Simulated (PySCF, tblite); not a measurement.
# BH₄S₄−, a cluster model of a defect: infrared bands, NMR shifts, core binding energies and electronic excitations

What infrared bands, NMR shifts, core binding energies and electronic excitations should one expect for `SB(S)(S)S`? It is drawn as: fourfold B.

Computed with tblite 0.8.0 and PySCF 2.14.0; each step states its level. No surroundings beyond the atoms listed, unless a continuum is named. Atoms count from 0, parts from 1.

## Step 1: The system as given

9 atoms, charge -1, multiplicity 1; geometry: distance geometry start.

## Step 2: Relaxing the cluster with GFN2-xTB

Job settings and geometry (Å):

```
{"job": {"kind": "relax", "xc": "GFN2-xTB", "basis": "xTB"}, "charge": -1, "multiplicity": 1}
B      0.794641     0.233177    -0.417335
S      2.661196    -0.021950    -0.379891
S      0.144840    -0.037618    -2.166170
S     -0.025349    -0.971267     0.744509
S      0.400028     2.011452     0.124820
H      3.432015    -0.280317    -1.483241
H      0.898268    -0.436298    -3.246027
H     -0.498447    -0.678785     2.006971
H     -0.812956     2.425987     0.601588
```

Level: GFN2-xTB geometry optimisation, gas phase.

The run is started by

```bash
$ OMP_NUM_THREADS=1 python cluster_run.py task.json out
```

The driver reads the jobs from task.json and runs them one after another.

Output:

```text
step      E/eV     max force
  0    -449.48638    2.399
  1    -449.80624    1.698
  2    -450.37171    0.726
  3    -450.46796    0.650
  4    -450.53706    0.701
  5    -450.64608    0.876
  6    -450.79946    0.966
  7    -450.89041    0.634
  8    -450.91059    0.288
  9    -450.91812    0.265
 10    -450.93411    0.438
 11    -450.96459    0.566
 12    -451.00757    0.599
 13    -451.03253    0.501
 14    -451.04894    0.414
 15    -451.05781    0.238
 16    -451.06145    0.180
 17    -451.06515    0.223
 18    -451.06725    0.205
 19    -451.07052    0.163
 20    -451.07309    0.152
 21    -451.07476    0.100
 22    -451.07585    0.115
 23    -451.07721    0.117
 24    -451.07903    0.125
 25    -451.08088    0.120
 26    -451.08231    0.104
 27    -451.08356    0.109
 28    -451.08525    0.137
 29    -451.08797    0.139
 30    -451.09125    0.169
 31    -451.09426    0.236
 32    -451.09820    0.279
 33    -451.10410    0.277
 34    -451.11072    0.465
 35    -451.11770    0.512
 36    -451.12789    0.475
 37    -451.13959    0.229
 38    -451.14673    0.293
 39    -451.15627    0.234
 40    -451.16226    0.365
 41    -451.17002    0.311
 42    -451.17601    0.343
 43    -451.18749    0.553
 44    -451.20186    0.354
 45    -451.21321    0.219
 46    -451.21463    0.512
 47    -451.22328    0.183
 48    -451.22721    0.098
 49    -451.23176    0.194
 50    -451.23431    0.126
 51    -451.23647    0.091
 52    -451.23742    0.087
 53    -451.23823    0.070
 54    -451.23883    0.114
 55    -451.23948    0.083
 56    -451.24072    0.091
 57    -451.24194    0.108
 58    -451.24303    0.082
 59    -451.24417    0.058
 60    -451.24481    0.043
 61    -451.24505    0.043
 62    -451.24529    0.050
 63    -451.24558    0.046
 64    -451.24593    0.055
 65    -451.24635    0.064
 66    -451.24684    0.069
 67    -451.24746    0.086
 68    -451.24823    0.088
 69    -451.24918    0.080
 70    -451.25037    0.115
 71    -451.25200    0.131
 72    -451.25381    0.108
 73    -451.25502    0.057
 74    -451.25492    0.195
 75    -451.25617    0.057
 76    -451.25647    0.073
 77    -451.25692    0.050
 78    -451.25719    0.038
 79    -451.25732    0.033
 80    -451.25744    0.021
 81    -451.25755    0.024
 82    -451.25765    0.031
 83    -451.25773    0.028
 84    -451.25782    0.033
 85    -451.25789    0.019
 86    -451.25794    0.025
 87    -451.25797    0.015
 88    -451.25800    0.013
 89    -451.25802    0.011
 90    -451.25803    0.008
```

It took 1.9 s on 1 thread of Arm Neoverse N1, shared host.

Step by step:

| step | energy from step 0 (eV) | largest force (eV/Å) |
| --- | --- | --- |
| 0 | 0.0000 | 2.3989 |
| 3 | -0.9816 | 0.6493 |
| 6 | -1.3131 | 0.9665 |
| 9 | -1.4317 | 0.2655 |
| 12 | -1.5212 | 0.5987 |
| 15 | -1.5714 | 0.2384 |
| 18 | -1.5809 | 0.2044 |
| 21 | -1.5884 | 0.1003 |
| 24 | -1.5926 | 0.1252 |
| 27 | -1.5972 | 0.1087 |
| 30 | -1.6049 | 0.1693 |
| 33 | -1.6177 | 0.2767 |
| 36 | -1.6415 | 0.4752 |
| 39 | -1.6699 | 0.2347 |
| 42 | -1.6896 | 0.3426 |
| 45 | -1.7268 | 0.2186 |
| 48 | -1.7408 | 0.0987 |
| 51 | -1.7501 | 0.0913 |
| 54 | -1.7525 | 0.1139 |
| 57 | -1.7556 | 0.1074 |
| 60 | -1.7584 | 0.0432 |
| 63 | -1.7592 | 0.0459 |
| 66 | -1.7605 | 0.0691 |
| 69 | -1.7628 | 0.0807 |
| 72 | -1.7674 | 0.1079 |
| 75 | -1.7698 | 0.0575 |
| 78 | -1.7708 | 0.0381 |
| 81 | -1.7712 | 0.0244 |
| 84 | -1.7714 | 0.0326 |
| 87 | -1.7716 | 0.0154 |
| 90 | -1.7717 | 0.0075 |

Close pairs (by a distance rule), those that changed most:

| bond | before (Å) | after (Å) | change (Å) |
| --- | --- | --- | --- |
| B0–S3 | 1.864 | 1.935 | +0.071 |
| S3–H7 | 1.380 | 1.324 | -0.056 |
| S2–H6 | 1.376 | 1.324 | -0.052 |
| B0–S1 | 1.884 | 1.935 | +0.050 |
| B0–S2 | 1.885 | 1.935 | +0.050 |
| S1–H5 | 1.371 | 1.324 | -0.047 |
| S4–H8 | 1.368 | 1.324 | -0.044 |
| B0–S4 | 1.901 | 1.936 | +0.035 |

## Step 3: Harmonic vibrations: GFN2-xTB

Job settings and geometry (Å):

```
{"job": {"kind": "ir", "xc": "GFN2-xTB", "basis": "xTB"}, "charge": -1, "multiplicity": 1}
B      0.003274     0.003467    -0.000446
S      1.839252    -0.581865     0.170701
S     -0.561983     0.035012    -1.850798
S     -1.126802    -1.236203     0.964027
S     -0.138147     1.796198     0.715531
H      2.364281     0.457009    -0.460141
H     -0.518914    -1.277002    -2.019768
H     -0.453783    -1.163379     2.101391
H     -1.407177     1.966762     0.379503
```

Method: GFN2-xTB harmonic vibrations, gas phase.

Output:

```text
mode    cm-1     km/mol
  1     122.6      0.15
  2     129.0     33.14
  3     137.8     24.38
  4     138.6     23.81
  5     163.8     22.75
  6     188.0      0.07
  7     208.3      8.71
  8     208.4      8.68
  9     232.5     42.44
 10     358.2      0.00
 11     539.0     66.22
 12     539.7     66.43
 13     589.8    110.08
 14     715.8      0.00
 15     757.7      2.60
 16     785.1     44.25
 17     785.3     44.03
 18    2470.4      2.58
 19    2481.9    202.22
 20    2482.5    206.99
 21    2488.0     62.80
```

Run time: 0.44 s. Hardware: 1 thread of Arm Neoverse N1, shared host; peak memory 0.17 GiB.

The strongest bands and the atoms that carry them:

| cm⁻¹ | km/mol | atoms |
| --- | --- | --- |
| 539 | 66.2 | B0 59 %, H6 11 %, H5 10 % |
| 540 | 66.4 | B0 59 %, H7 11 %, H8 10 % |
| 590 | 110.1 | B0 72 % |
| 2482 | 202.2 | H5 51 %, H6 36 % |
| 2482 | 207.0 | H8 46 %, H7 44 % |
| 2488 | 62.8 | H6 37 %, H7 33 %, H8 16 %, H5 12 % |

## Step 4: Relaxing the molecule at PBE0-D3(BJ)/def2-SVP

Job settings and geometry (Å):

```
{"job": {"xc": "PBE0", "basis": "def2-SVP", "d3": "d3bj", "grid": 1, "kind": "geom", "shake": 0.01}, "charge": -1, "multiplicity": 1}
B      0.023683    -0.022090     0.003735
S      1.833574    -0.586391     0.168545
S     -0.582183     0.032693    -1.859450
S     -1.093572    -1.233945     0.960500
S     -0.140960     1.789517     0.704979
H      2.360373     0.461829    -0.462527
H     -0.509337    -1.279000    -2.019525
H     -0.438324    -1.157928     2.096339
H     -1.409005     1.972167     0.398854
```

Output:

```text
step   0  E = -1619.09132632  max force = 0.023064
step   1  E = -1619.09376516  max force = 0.006152
step   2  E = -1619.09438777  max force = 0.001725
step   3  E = -1619.09458363  max force = 0.001150
step   4  E = -1619.09465828  max force = 0.000920
step   5  E = -1619.09469209  max force = 0.000384
step   6  E = -1619.09469742  max force = 0.000149
optimisation converged
```

It took 50 s on 1 thread of Arm Neoverse N1, shared host; peak memory 0.46 GiB.

Relaxation path:

| step | energy from step 0 (eV) | largest force component (eV/Å) |
| --- | --- | --- |
| 0 | 0.0000 | 1.1860 |
| 1 | -0.0664 | 0.3163 |
| 2 | -0.0833 | 0.0887 |
| 3 | -0.0886 | 0.0591 |
| 4 | -0.0907 | 0.0473 |
| 5 | -0.0916 | 0.0197 |
| 6 | -0.0917 | 0.0077 |

Close pairs (by a distance rule), those that changed most:

| bond | before (Å) | after (Å) | change (Å) |
| --- | --- | --- | --- |
| S3–H7 | 1.313 | 1.353 | +0.040 |
| S4–H8 | 1.317 | 1.353 | +0.036 |
| B0–S2 | 1.960 | 1.928 | -0.032 |
| S2–H6 | 1.323 | 1.353 | +0.030 |
| B0–S1 | 1.903 | 1.928 | +0.025 |
| B0–S3 | 1.906 | 1.928 | +0.022 |
| B0–S4 | 1.950 | 1.928 | -0.021 |
| S1–H5 | 1.332 | 1.353 | +0.021 |

The next job starts from the end point, and lists it.

| at the end point | value |
| --- | --- |
| point group (found at 0.08 Å tolerance) | S4 |
| rotational constants (GHz, main isotopes) | 1.554, 1.553, 1.444 |

## Step 5: Shielding tensors: PBE0/pcSseg-1

Job settings and geometry (Å):

```
{"job": {"kind": "nmr", "xc": "PBE0", "basis": "pcSseg-1"}, "charge": -1, "multiplicity": 1}
B     -0.001189    -0.007177    -0.015985
S      1.797275    -0.702156    -0.003532
S     -0.864121    -0.064971    -1.738645
S     -1.040980    -1.108337     1.176564
S      0.106703     1.846791     0.503384
H      2.333834     0.211017    -0.845637
H     -0.882228    -1.411895    -1.868243
H     -0.245286    -0.970893     2.262496
H     -1.211870     2.129012     0.389902
```

Method: GIAO PBE0/pcSseg-1 NMR shielding, non-relativistic, gas phase.

Output:

```text
coarse grid: 10064 points
cycle   1  E = -1619.4400268427  dE =  2.414e-01  |g| = 3.733e-01  |ddm| = 2.966e+00
cycle   2  E = -1619.4584279878  dE = -1.840e-02  |g| = 3.556e-01  |ddm| = 1.250e+00
cycle   3  E = -1619.4932848182  dE = -3.486e-02  |g| = 4.613e-02  |ddm| = 5.407e-01
cycle   4  E = -1619.4934877181  dE = -2.029e-04  |g| = 3.587e-02  |ddm| = 1.052e-01
cycle   5  E = -1619.4938667314  dE = -3.790e-04  |g| = 2.254e-03  |ddm| = 4.657e-02
cycle   6  E = -1619.4938681639  dE = -1.433e-06  |g| = 4.145e-04  |ddm| = 4.055e-03
final grid: 79680 points
cycle   7  E = -1619.5312347573  dE = -2.067e-05  |g| = 7.721e-03  |ddm| = 2.936e-02
cycle   8  E = -1619.5312290391  dE =  5.718e-06  |g| = 8.856e-03  |ddm| = 1.894e-02
cycle   9  E = -1619.5312483135  dE = -1.927e-05  |g| = 1.538e-03  |ddm| = 1.140e-02
cycle  10  E = -1619.5312490025  dE = -6.890e-07  |g| = 8.396e-05  |ddm| = 2.195e-03
cycle  11  E = -1619.5312490046  dE = -2.096e-09  |g| = 2.043e-05  |ddm| = 1.315e-04
cycle  12  E = -1619.5312490047  dE = -1.282e-10  |g| = 3.249e-06  |ddm| = 3.655e-05
converged SCF energy = -1619.5312490047

GIAO shielding tensors (ppm)
atom      isotropic    diamagn.    paramagn.     s11        s22        s33       span
  0 B      102.096     180.665     -78.569     95.975     96.019    114.294     18.320
  1 S      612.657    1056.594    -443.937    477.939    548.444    811.589    333.650
  2 S      613.445    1056.579    -443.134    480.652    547.369    812.314    331.662
  3 S      613.252    1056.600    -443.347    479.653    548.595    811.509    331.856
  4 S      613.244    1056.584    -443.340    479.317    547.818    812.597    333.281
  5 H       30.956      30.539       0.417     23.679     28.874     40.315     16.635
  6 H       30.943      30.534       0.409     23.644     28.896     40.290     16.646
  7 H       30.947      30.535       0.411     23.653     28.899     40.287     16.634
  8 H       30.953      30.538       0.415     23.665     28.866     40.329     16.663
```

Wall time 18 s (1 thread of Arm Neoverse N1, shared host); peak memory 0.7 GiB.

Shifts follow as δ = σ(reference) − σ, with reference shieldings (ppm) from runs at the same level and on the same kind of geometry: ¹H TMS 31.27, ¹¹B BF3·OEt2 100.7, ³³S CS2 496. The references are single molecules in the gas phase. Atoms listed in one row are averaged.

| atoms | environment | σ (ppm) | δ (ppm) |
| --- | --- | --- | --- |
| H5, H6, H7, H8 | hydrogen on a sulfur bonded to B | 30.95 | 0.32 |
| B0 | boron bonded to 4 S | 102.1 | -1.4 |
| S1, S2, S3, S4 | sulfur bonded to B, H | 613 | -117 |

The run also stored atomic charges by several schemes (e):

| atoms | Mulliken | IAO | Hirshfeld | ESP fit |
| --- | --- | --- | --- | --- |
| B0 | -0.09 | -0.23 | -0.02 | 0.31 |
| S1, S2, S3, S4 | -0.33 | -0.26 | -0.26 | -0.53 |

Mayer bond orders: B0–S1 0.95, B0–S2 0.96, B0–S3 0.95, B0–S4 0.96.

(Part 1 of 2 ends here.)
